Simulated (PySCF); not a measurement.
# C3H5F3O: the cost of one run

Computed with PySCF 2.14.0, with density-fitted response routines of our own, on a single molecule in the gas phase. Atoms count from 0, in the outputs and in this text.

**1. Starting geometry**

12 atoms, charge 0, multiplicity 1; geometry from: GFN2-xTB. The atoms were then displaced at random by about 0.01 Å, so the start is not that level's minimum.

Bonds of the start (Å): F0–C1 1.35, C1–O2 1.37, O2–C3 1.41, C3–F4 1.39, C3–C5 1.49, C5–F6 1.36, C1–H7 1.09, C1–H8 1.10, C3–H9 1.11, C5–H10 1.09, C5–H11 1.10.

**2. Optimising the geometry at PBE0-D3(BJ)/def2-SVP**

Job settings and geometry (Å):

```
{"job": {"xc": "PBE0", "basis": "def2-SVP", "d3": "d3bj", "grid": 1, "shake": 0.01, "kind": "geom"}, "charge": 0, "multiplicity": 1}
F     -2.282070     0.377560    -0.667190
C     -1.777230     0.422480     0.587730
O     -0.424060     0.619900     0.529850
C      0.360620    -0.421670     0.002240
F      0.306480    -1.490580     0.882320
C      1.773980     0.017450    -0.192070
F      1.930980     0.607510    -1.406360
H     -2.183790     1.291790     1.109940
H     -2.050110    -0.519630     1.085860
H     -0.103900    -0.805240    -0.925360
H      2.050660     0.735340     0.586790
H      2.438140    -0.863180    -0.161490
```

Run with:

```sh
$ OMP_NUM_THREADS=1 python probes_run.py task.json out
```

This one command runs all jobs of the session in turn.

Q: Estimate the wall time and peak memory of this first job on 1 thread of Arm Neoverse V2, shared host.

About 40 s, with a peak of 0.51 GiB.
